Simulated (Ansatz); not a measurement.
# CH₆AlInO₂: a spread of methods and bases

How do the results and run time of CH₆AlInO₂ respond when the settings are drawn wide?

The runs use Ansatz 0.2.0, Gaussian basis; the settings change from run to run.

**1. The relaxed structure**

An earlier PBE0-D4 in a triple-zeta def2 set relaxation fixed the geometry. In takes a core potential in def2 sets; no spin-orbit term is included.

SMILES `OC[O][AlH][InH2]`, 11 atoms, charge 0, spin multiplicity 1.

Atoms are counted from 1 here; the program's logs count them from 0.

Bond lengths: O1–C2 1.445 Å, O1–H6 0.961 Å, C2–O3 1.352 Å, C2–H7 1.099 Å, C2–H8 1.099 Å, O3–Al4 1.731 Å, Al4–In5 2.625 Å, Al4–H9 1.588 Å, In5–H10 1.736 Å, In5–H11 1.735 Å. Angles: C2–O1–H6 110.1°, O1–C2–O3 110.1°, O1–C2–H7 107.8°, O1–C2–H8 107.8°, O3–C2–H7 110.8°, O3–C2–H8 110.7°, H7–C2–H8 109.6°, C2–O3–Al4 131.8°, O3–Al4–In5 101.4°, O3–Al4–H9 111.3°, In5–Al4–H9 147.3°, Al4–In5–H10 121.9°, Al4–In5–H11 122.4°, H10–In5–H11 115.6°.

**2. SVWN5/ANO-RCC-VTZP**

Options: charge -1, multiplicity 2, coordinates scaled by 1.12, relativity set to none, high accuracy.

in.yaml

```yaml
crystal:
  periodic: [false, false, false]
  atoms:
    - {symbol: O, position_ang: [1.049060, -0.629797, -0.221647]}
    - {symbol: C, position_ang: [0.616783, -0.895404, 1.315161]}
    - {symbol: O, position_ang: [-0.680796, -0.177414, 1.622313]}
    - {symbol: Al, position_ang: [-1.812931, 0.964958, 0.538911]}
    - {symbol: In, position_ang: [-0.347702, 0.988307, -2.009429]}
    - {symbol: H, position_ang: [1.980803, -1.125332, -0.435111]}
    - {symbol: H, position_ang: [1.524256, -0.485153, 2.038571]}
    - {symbol: H, position_ang: [0.488131, -2.110319, 1.464381]}
    - {symbol: H, position_ang: [-3.227166, 1.530324, 1.456600]}
    - {symbol: H, position_ang: [1.061342, 2.277941, -2.372460]}
    - {symbol: H, position_ang: [-0.651802, -0.338113, -3.397256]}
basis:
  gaussian: {orbitals: ANO-RCC-VTZP}
total_charge: -1
magnetization: {spin_polarized: true, initial_magnetization: 1}
hamiltonian: {xc: {name: SVWN5}, pseudopotentials: {relativity: none}}
accuracy: high
output: {forces: true}
```

On the command line:

```sh
$ ansatz run in.yaml --threads 4 --pin off --events-out ev --progress --plain --max-ram 10444MiB
```

Standard output, shortened:

```text
Functional definition: SVWN5
  name "SVWN5"
  cite "Dirac, Proc. Camb. Phil. Soc. 26, 376 (1930) doi:10.1017/S0305004100016108"
  cite "Slater, Phys. Rev. 81, 385 (1951) doi:10.1103/PhysRev.81.385"
  cite "Vosko, Wilk & Nusair, Can. J. Phys. 58, 1200 (1980) doi:10.1139/p80-159"
[...]
5347 factors; integrals over basis functions are off by at most 4.9e-9 eV
[...]
mean field -163750.78870068 eV, -6017.7304904791 hartree, gradient 3.4e-8 eV, S^2 0.751493; 6 other end points of the search recorded, 0 dependent functions left out
[...]
reference -163750.78870649 eV, -6017.7304906926 hartree; 46, 45 occupied and 230, 231 virtual orbitals, 5347 factors
WARN: the results are in doubt because the basis set is contracted for relativity, which is off
Total energy: -163750.78870649 eV, -6017.7304906926 hartree
Atom 0 at     1.049060    -0.629797    -0.221647 Å, force     0.763636    -1.114524     2.267017 eV/Å
Atom 1 at     0.616783    -0.895404     1.315161 Å, force    -0.924641     0.906636    -0.838426 eV/Å
Atom 2 at    -0.680796    -0.177414     1.622313 Å, force     2.484378    -0.733924    -1.505328 eV/Å
Atom 3 at    -1.812931     0.964958     0.538911 Å, force     1.963761    -1.149303    -1.142509 eV/Å
Atom 4 at    -0.347702     0.988307    -2.009429 Å, force     0.102070    -0.391192     0.768660 eV/Å
Atom 5 at     1.980803    -1.125332    -0.435111 Å, force    -2.468677     1.216438     0.791467 eV/Å
Atom 6 at     1.524256    -0.485153     2.038571 Å, force    -2.169928    -0.812173    -1.694853 eV/Å
Atom 7 at     0.488131    -2.110319     1.464381 Å, force     0.144244     2.825072    -0.468419 eV/Å
Atom 8 at    -3.227166     1.530324     1.456600 Å, force     1.250759    -0.608736    -0.486195 eV/Å
Atom 9 at     1.061342     2.277941    -2.372460 Å, force    -1.135614    -1.141418     0.817312 eV/Å
Atom 10 at    -0.651802    -0.338113    -3.397256 Å, force    -0.009986     1.003125     1.491273 eV/Å
Dipole moment:     0.011592    -0.056936     0.266530 e Å
In doubt: the basis set is contracted for relativity, which is off
```

Wall time 4.1 min (4 threads of Arm Neoverse V1, shared host); peak memory 3.3 GiB.

Largest force 2.996 eV/Å, ⟨S²⟩ 0.751. The log holds a warning on this run.

**3. B2GP-PLYP/def2-mTZVPP**

This run has finite nuclei, a point charge of 1.00 e beside it, high accuracy.

in.yaml

```yaml
crystal:
  periodic: [false, false, false]
  atoms:
    - {symbol: O, position_ang: [0.936661, -0.562318, -0.197899]}
    - {symbol: C, position_ang: [0.550699, -0.799468, 1.174251]}
    - {symbol: O, position_ang: [-0.607854, -0.158405, 1.448494]}
    - {symbol: Al, position_ang: [-1.618689, 0.861570, 0.481171]}
    - {symbol: In, position_ang: [-0.310448, 0.882417, -1.794133]}
    - {symbol: H, position_ang: [1.768574, -1.004761, -0.388492]}
    - {symbol: H, position_ang: [1.360943, -0.433172, 1.820153]}
    - {symbol: H, position_ang: [0.435831, -1.884213, 1.307483]}
    - {symbol: H, position_ang: [-2.881399, 1.366361, 1.300536]}
    - {symbol: H, position_ang: [0.947627, 2.033876, -2.118268]}
    - {symbol: H, position_ang: [-0.581966, -0.301886, -3.033264]}
basis:
  gaussian: {orbitals: def2-mTZVPP, nuclear_model: gaussian, point_charges: [{charge: 1.00, position_ang: [5.065, -0.662, -0.570]}]}
hamiltonian: {xc: {name: B2GP-PLYP}}
accuracy: high
```

Launched as before.

Standard output, shortened:

```text
Functional definition: B2GP-PLYP
  name "B2GP-PLYP"
  cite "Karton, Tarnopolsky, Lamère, Schatz & Martin, J. Phys. Chem. A 112, 12868 (2008) doi:10.1021/jp801805p"
  cite "Becke, Phys. Rev. A 38, 3098 (1988) doi:10.1103/PhysRevA.38.3098"
  cite "Lee, Yang & Parr, Phys. Rev. B 37, 785 (1988) doi:10.1103/PhysRevB.37.785"
[...]
3389 factors; integrals over basis functions are off by at most 2.0e-8 eV
[...]
mean field -16974.23294583 eV, -623.7915552111 hartree, gradient 2.4e-8 eV, S^2 0.000000; 0 other end points of the search recorded, 0 dependent functions left out
12 core orbitals not correlated: weight in the atoms' cores, before any rotation towards them, 1.000 or more for the frozen orbitals, at most 0.000 for the correlated occupied ones
reference -16974.23296882 eV, -623.7915560556 hartree; 19, 19 occupied and 124, 124 virtual orbitals, 3389 factors
second order -23.72637032 eV of doubles, -0.00000000 eV of singles
Total energy: -16982.77446213 eV, -624.1054501454 hartree
```

Run time: 11 s. Hardware: 4 threads of Arm Neoverse V1, shared host; peak memory 0.85 GiB.

**4. wB97/def2-mTZVPP**

Set apart from the defaults: relativity set to scalar.

in.yaml, as its differences from that of step 3:

```diff
@@ -15,4 +15,4 @@
 basis:
-  gaussian: {orbitals: def2-mTZVPP, nuclear_model: gaussian, point_charges: [{charge: 1.00, position_ang: [5.065, -0.662, -0.570]}]}
-hamiltonian: {xc: {name: B2GP-PLYP}}
-accuracy: high
+  gaussian: {orbitals: def2-mTZVPP}
+hamiltonian: {xc: {name: wB97}, pseudopotentials: {relativity: scalar}}
+output: {forces: true}
```

Launched as before.

Standard output:

```text
Functional definition: wB97
  name "wB97"
  cite "Chai & Head-Gordon, J. Chem. Phys. 128, 084106 (2008) doi:10.1063/1.2834918"
  cite "Becke, J. Chem. Phys. 107, 8554 (1997) doi:10.1063/1.475007"
  parameter omega = 0.4/bohr
  parameter cx1 = 1.13116
  parameter cx2 = -2.74915
  parameter cx3 = 12.0900
  parameter cx4 = -5.71642
  parameter css1 = -2.55352
  parameter css2 = 11.8926
  parameter css3 = -26.9452
  parameter css4 = 17.0927
  parameter cos1 = 3.99051
  parameter cos2 = -17.0066
  parameter cos3 = 1.07292
  parameter cos4 = 8.88211
  # The coefficients of nought are those of the uniform gas.
  exchange = spin_sum(e_x_unif_sr(omega)*poly(b97_u_x, 1, cx1, cx2, cx3, cx4)) + exact_x_lr(omega)
  correlation = spin_sum(e_c_pw_same_spin*poly(b97_u_same, 1, css1, css2, css3, css4))
      + integral(e_c_pw_opposite_spin*poly(b97_u_opposite, 1, cos1, cos2, cos3, cos4))
1429 factors; their error is unknown
530 factors; integrals over basis functions are off by at most 1.9e-5 eV
mean field evaluation 1: about -17010.1678 eV, gradient 5.9e1 eV
mean field evaluation 2: about -17008.9222 eV, gradient 6.8e1 eV
mean field evaluation 4: about -17016.1310 eV, gradient 3.1e0 eV
mean field evaluation 8: about -17016.1411 eV, gradient 5.7e-2 eV
mean field evaluation 16: about -17016.1102 eV, gradient 1.0e-4 eV
mean field -17016.11022404 eV, -625.3305167998 hartree, gradient 3.6e-5 eV, S^2 0.000000; 0 other end points of the search recorded, 0 dependent functions left out
the calculation of the forces begins
reference -17016.11020548 eV, -625.3305161175 hartree; 31, 31 occupied and 124, 124 virtual orbitals, 1429 factors
Total energy: -17016.11020548 eV, -625.3305161175 hartree
Relativity: scalar
Atom 0 at     0.936661    -0.562318    -0.197899 Å, force     0.107699     0.025854    -0.280453 eV/Å
Atom 1 at     0.550699    -0.799468     1.174251 Å, force     0.290343    -0.277875     0.259288 eV/Å
Atom 2 at    -0.607854    -0.158405     1.448494 Å, force    -0.219708     0.049316     0.239000 eV/Å
Atom 3 at    -1.618689     0.861570     0.481171 Å, force    -0.306451     0.235808    -0.104010 eV/Å
Atom 4 at    -0.310448     0.882417    -1.794133 Å, force     0.053700     0.000847    -0.085788 eV/Å
Atom 5 at     1.768574    -1.004761    -0.388492 Å, force     0.037263    -0.010366    -0.026617 eV/Å
Atom 6 at     1.360943    -0.433172     1.820153 Å, force     0.028622     0.029336     0.001649 eV/Å
Atom 7 at     0.435831    -1.884213     1.307483 Å, force    -0.013412    -0.032899    -0.017609 eV/Å
Atom 8 at    -2.881399     1.366361     1.300536 Å, force     0.104838    -0.036823    -0.081824 eV/Å
Atom 9 at     0.947627     2.033876    -2.118268 Å, force    -0.083555    -0.058062     0.020910 eV/Å
Atom 10 at    -0.581966    -0.301886    -3.033264 Å, force     0.000662     0.074864     0.075454 eV/Å
Dipole moment:     0.343319    -0.311390     0.259290 e Å
```

It took 6 s on 4 threads of Arm Neoverse V1, shared host; peak memory 0.38 GiB.

Largest force 0.478 eV/Å, dipole 2.55 D.

**5. PBE0/x2c-TZVPPall**

Options: unrestricted orbitals, a point charge of 0.50 e beside it, D3(BJ) dispersion.

in.yaml, as its differences from that of step 4:

```diff
@@ -15,4 +15,5 @@
 basis:
-  gaussian: {orbitals: def2-mTZVPP}
-hamiltonian: {xc: {name: wB97}, pseudopotentials: {relativity: scalar}}
+  gaussian: {orbitals: x2c-TZVPPall, point_charges: [{charge: 0.50, position_ang: [4.386, 0.967, -0.687]}]}
+magnetization: {spin_polarized: true, initial_magnetization: 0}
+hamiltonian: {xc: {name: PBE0}, dispersion: d3bj}
 output: {forces: true}
```

The command is unchanged.

Standard output, shortened:

```text
Functional definition: PBE0
  name "PBE0"
  cite "Adamo & Barone, J. Chem. Phys. 110, 6158 (1999) doi:10.1063/1.478522"
  cite "Perdew, Burke & Ernzerhof, Phys. Rev. Lett. 77, 3865 (1996) doi:10.1103/PhysRevLett.77.3865"
  parent pbe
[...]
1804 factors; their error is unknown
[...]
mean field -171857.69805098 eV, -6315.6539140420 hartree, gradient 4.4e-5 eV, S^2 0.000000; 0 other end points of the search recorded, 0 dependent functions left out
[...]
reference -171857.69809428 eV, -6315.6539156330 hartree; 45, 45 occupied and 234, 234 virtual orbitals, 1804 factors
Total energy: -171857.90432332 eV, -6315.6614944105 hartree
Relativity: scalar
Atom 0 at     0.936661    -0.562318    -0.197899 Å, force     0.358470     0.065016    -0.181572 eV/Å
Atom 1 at     0.550699    -0.799468     1.174251 Å, force    -0.244387    -0.059710     0.255727 eV/Å
Atom 2 at    -0.607854    -0.158405     1.448494 Å, force     0.233338    -0.082647    -0.062441 eV/Å
Atom 3 at    -1.618689     0.861570     0.481171 Å, force    -0.158440     0.070028     0.066463 eV/Å
Atom 4 at    -0.310448     0.882417    -1.794133 Å, force    -0.239846    -0.041906    -0.038273 eV/Å
Atom 5 at     1.768574    -1.004761    -0.388492 Å, force    -0.248387    -0.131513     0.039062 eV/Å
Atom 6 at     1.360943    -0.433172     1.820153 Å, force    -0.008332    -0.000265     0.009541 eV/Å
Atom 7 at     0.435831    -1.884213     1.307483 Å, force     0.015618     0.056659    -0.016919 eV/Å
Atom 8 at    -2.881399     1.366361     1.300536 Å, force     0.067212    -0.018143    -0.064228 eV/Å
Atom 9 at     0.947627     2.033876    -2.118268 Å, force     0.187313     0.016006     0.024770 eV/Å
Atom 10 at    -0.581966    -0.301886    -3.033264 Å, force     0.053174     0.023718     0.015957 eV/Å
Dipole moment:     0.115074    -0.343703     0.297137 e Å
```

It took 13 s on 4 threads of Arm Neoverse V1, shared host; peak memory 1.3 GiB.

Largest force 0.407 eV/Å, dipole 2.25 D, ⟨S²⟩ 0.000.

**6. PBE-QIDH/def2-mTZVPP**

Options: a grid of angular degree 47.

in.yaml, as its differences from that of step 5:

```diff
@@ -15,5 +15,4 @@
 basis:
-  gaussian: {orbitals: x2c-TZVPPall, point_charges: [{charge: 0.50, position_ang: [4.386, 0.967, -0.687]}]}
-magnetization: {spin_polarized: true, initial_magnetization: 0}
-hamiltonian: {xc: {name: PBE0}, dispersion: d3bj}
+  gaussian: {orbitals: def2-mTZVPP, final_grid: {core_spheres: 20, valence_spheres: 16, degree: 47}}
+hamiltonian: {xc: {name: PBE-QIDH}}
 output: {forces: true}
```

The command is unchanged.

Standard output, shortened:

```text
Functional definition: PBE-QIDH
  name "PBE-QIDH"
  cite "Brémond, Sancho-García, Pérez-Jiménez & Adamo, J. Chem. Phys. 141, 031101 (2014) doi:10.1063/1.4890314"
  cite "Perdew, Burke & Ernzerhof, Phys. Rev. Lett. 77, 3865 (1996) doi:10.1103/PhysRevLett.77.3865"
[...]
1522 factors; integrals over basis functions are off by at most 1.1e-3 eV
[...]
mean field -16974.37620953 eV, -623.7968200548 hartree, gradient 9.2e-6 eV, S^2 0.000000; 0 other end points of the search recorded, 0 dependent functions left out
12 core orbitals not correlated: weight in the atoms' cores, before any rotation towards them, 1.000 or more for the frozen orbitals, at most 0.000 for the correlated occupied ones
reference -16974.37623085 eV, -623.7968208383 hartree; 19, 19 occupied and 124, 124 virtual orbitals, 1522 factors
second order -23.12340175 eV of doubles, -0.00000000 eV of singles
[...]
Atom 1 at     0.550699    -0.799468     1.174251 Å, force     0.202894    -0.177088     0.136826 eV/Å
Atom 2 at    -0.607854    -0.158405     1.448494 Å, force     0.042025    -0.050175     0.053682 eV/Å
Atom 3 at    -1.618689     0.861570     0.481171 Å, force    -0.176199     0.100509     0.031975 eV/Å
Atom 4 at    -0.310448     0.882417    -1.794133 Å, force     0.117269    -0.043855    -0.081016 eV/Å
Atom 5 at     1.768574    -1.004761    -0.388492 Å, force    -0.151002     0.082425     0.039088 eV/Å
Atom 6 at     1.360943    -0.433172     1.820153 Å, force    -0.163492    -0.049983    -0.145883 eV/Å
Atom 7 at     0.435831    -1.884213     1.307483 Å, force     0.005721     0.220008    -0.048041 eV/Å
Atom 8 at    -2.881399     1.366361     1.300536 Å, force     0.118193    -0.046424    -0.079116 eV/Å
Atom 9 at     0.947627     2.033876    -2.118268 Å, force    -0.080862    -0.059184     0.018878 eV/Å
Atom 10 at    -0.581966    -0.301886    -3.033264 Å, force     0.003743     0.074380     0.072818 eV/Å
Dipole moment:     0.346681    -0.313350     0.258742 e Å
```

It took 14 s on 4 threads of Arm Neoverse V1, shared host; peak memory 0.59 GiB.

Largest force 0.302 eV/Å, dipole 2.57 D.

**7. LC-wPBE/x2c-TZVPPall**

This run has unrestricted orbitals, atoms shaken by 0.15 Å, the search for lower states set to light.

in.yaml

```yaml
crystal:
  periodic: [false, false, false]
  atoms:
    - {symbol: O, position_ang: [0.998496, -0.402832, -0.119705]}
    - {symbol: C, position_ang: [0.705979, -0.614535, 1.210724]}
    - {symbol: O, position_ang: [-0.614818, -0.029660, 1.439807]}
    - {symbol: Al, position_ang: [-1.954753, 0.534095, 0.540525]}
    - {symbol: In, position_ang: [-0.226413, 1.053053, -1.713472]}
    - {symbol: H, position_ang: [1.769860, -1.247434, -0.362739]}
    - {symbol: H, position_ang: [1.284963, -0.257243, 1.622186]}
    - {symbol: H, position_ang: [0.435675, -2.116253, 1.107789]}
    - {symbol: H, position_ang: [-2.781142, 1.244128, 1.156968]}
    - {symbol: H, position_ang: [0.884653, 1.839715, -2.273754]}
    - {symbol: H, position_ang: [-0.817256, -0.567676, -3.187697]}
basis:
  gaussian: {orbitals: x2c-TZVPPall}
magnetization: {spin_polarized: true, initial_magnetization: 0}
hamiltonian: {xc: {name: LC-wPBE}}
scf: {lower_state_search: light}
```

The command is unchanged.

Standard output, shortened:

```text
Functional definition: LC-wPBE
  name "LC-wPBE"
  cite "Vydrov & Scuseria, J. Chem. Phys. 125, 234109 (2006) doi:10.1063/1.2409292"
  cite "Heyd & Scuseria, J. Chem. Phys. 120, 7274 (2004) doi:10.1063/1.1668634"
  cite "Ernzerhof & Perdew, J. Chem. Phys. 109, 3313 (1998) doi:10.1063/1.476928"
  cite "Perdew, Burke & Ernzerhof, Phys. Rev. Lett. 77, 3865 (1996) doi:10.1103/PhysRevLett.77.3865"
  parent pbe
[...]
1656 factors; their error is unknown
494 factors; integrals over basis functions are off by at most 3.5e-5 eV
[...]
mean field -171849.37829597 eV, -6315.3481686845 hartree, gradient 4.4e-5 eV, S^2 0.000000; 1 other end points of the search recorded, 0 dependent functions left out
reference -171849.37829598 eV, -6315.3481686849 hartree; 45, 45 occupied and 234, 234 virtual orbitals, 1656 factors
Total energy: -171849.37829598 eV, -6315.3481686849 hartree
Relativity: scalar
```

Wall time 14 s (4 threads of Arm Neoverse V1, shared host); peak memory 0.92 GiB.

⟨S²⟩ 0.000.

**8. B97M-V/def2-TZVPP**

This run has the search for lower states set to light.

in.yaml

```yaml
crystal:
  periodic: [false, false, false]
  atoms:
    - {symbol: O, position_ang: [0.936661, -0.562318, -0.197899]}
    - {symbol: C, position_ang: [0.550699, -0.799468, 1.174251]}
    - {symbol: O, position_ang: [-0.607854, -0.158405, 1.448494]}
    - {symbol: Al, position_ang: [-1.618689, 0.861570, 0.481171]}
    - {symbol: In, position_ang: [-0.310448, 0.882417, -1.794133]}
    - {symbol: H, position_ang: [1.768574, -1.004761, -0.388492]}
    - {symbol: H, position_ang: [1.360943, -0.433172, 1.820153]}
    - {symbol: H, position_ang: [0.435831, -1.884213, 1.307483]}
    - {symbol: H, position_ang: [-2.881399, 1.366361, 1.300536]}
    - {symbol: H, position_ang: [0.947627, 2.033876, -2.118268]}
    - {symbol: H, position_ang: [-0.581966, -0.301886, -3.033264]}
basis:
  gaussian: {orbitals: def2-TZVPP}
hamiltonian: {xc: {name: B97M-V}}
scf: {lower_state_search: light}
output: {forces: true}
```

Launched as before.

Standard output, shortened:

```text
Functional definition: B97M-V
  name "B97M-V"
  cite "Mardirossian & Head-Gordon, J. Chem. Phys. 142, 074111 (2015) doi:10.1063/1.4907719"
  cite "Becke, J. Chem. Phys. 107, 8554 (1997) doi:10.1063/1.475007"
  cite "Vydrov & Van Voorhis, J. Chem. Phys. 133, 244103 (2010) doi:10.1063/1.3521275"
  # Of w^i u^j: cxij and so on, Table III.
[...]
  gx(w, u) = cx00 + cx01*u + cx02*u^2 + (cx10 + cx11*u)*w
  gss(w, u) = css00 + css02*u^2 + css10*w + (css32*w^3 + css42*w^4)*u^2
  gos(w, u) = cos00 + cos01*u + cos03*u^3 + cos10*w + cos32*w^3*u^2
[...]
      + integral(e_c_pw_mod_opposite_spin*gos(b97_w_opposite, b97_u_opposite)) + vv10(b, c)
1493 factors; their error is unknown
[...]
mean field -17000.19610818 eV, -624.7456838289 hartree, gradient 3.0e-5 eV, S^2 0.000000; 0 other end points of the search recorded, 0 dependent functions left out
[...]
Atom 1 at     0.550699    -0.799468     1.174251 Å, force     0.036908    -0.134079     0.320665 eV/Å
Atom 2 at    -0.607854    -0.158405     1.448494 Å, force     0.028177     0.029063    -0.134326 eV/Å
Atom 3 at    -1.618689     0.861570     0.481171 Å, force    -0.052050    -0.032205     0.168387 eV/Å
Atom 4 at    -0.310448     0.882417    -1.794133 Å, force    -0.079400    -0.000243     0.134956 eV/Å
Atom 5 at     1.768574    -1.004761    -0.388492 Å, force    -0.162549     0.077218     0.070926 eV/Å
Atom 6 at     1.360943    -0.433172     1.820153 Å, force    -0.142989    -0.083040    -0.117039 eV/Å
Atom 7 at     0.435831    -1.884213     1.307483 Å, force     0.034152     0.200209    -0.015773 eV/Å
Atom 8 at    -2.881399     1.366361     1.300536 Å, force     0.066600    -0.037141    -0.015203 eV/Å
Atom 9 at     0.947627     2.033876    -2.118268 Å, force     0.164323     0.124209    -0.055381 eV/Å
Atom 10 at    -0.581966    -0.301886    -3.033264 Å, force    -0.010892    -0.140243    -0.156449 eV/Å
Dipole moment:     0.356150    -0.321661     0.260526 e Å
```

Run time: 15 s. Hardware: 4 threads of Arm Neoverse V1, shared host; peak memory 0.5 GiB.

Largest force 0.350 eV/Å, dipole 2.62 D.

**9. All runs side by side**

```csv
level,charge,multiplicity,geometry,functions,energy (eV),time
SVWN5/ANO-RCC-VTZP,-1,2,scaled,276,-163750.789,4.1 min
B2GP-PLYP/def2-mTZVPP,0,1,"relaxed, point charge",155,-16982.774,11 s
wB97/def2-mTZVPP,0,1,relaxed,155,-17016.110,6 s
PBE0/x2c-TZVPPall,0,1,"relaxed, point charge",279,-171857.904,13 s
PBE-QIDH/def2-mTZVPP,0,1,relaxed,155,-16982.084,14 s
LC-wPBE/x2c-TZVPPall,0,1,shaken,279,-171849.378,14 s
B97M-V/def2-TZVPP,0,1,relaxed,269,-17000.196,15 s
```

**10. Outcome**

| quantity | value |
| --- | --- |
| runs | 7 |
| quickest | wB97/def2-mTZVPP, 6 s |
| slowest | SVWN5/ANO-RCC-VTZP, 4.1 min |
| spread of total energies, same state and geometry | 34.0 eV |
| dipole, same state and geometry | 2.55 to 2.62 D |

SVWN5/ANO-RCC-VTZP took 41 times as long as wB97/def2-mTZVPP. The jobs differ in tasks and options as well as level. The totals spread over 34 eV; they can't be compared across methods or bases. Some of these runs are scalar-relativistic and others not, which shifts the totals of all-electron atoms past neon by several eV an atom and more; core potentials, where a basis has them, take the core out of the total altogether. At the PBE0-D4/def2-TZVP geometry and in the same state, the sound runs without point charges leave forces up to 0.48 eV/Å (wB97/def2-mTZVPP). At that geometry and state the dipole changes by 3 % between the lowest and highest value.
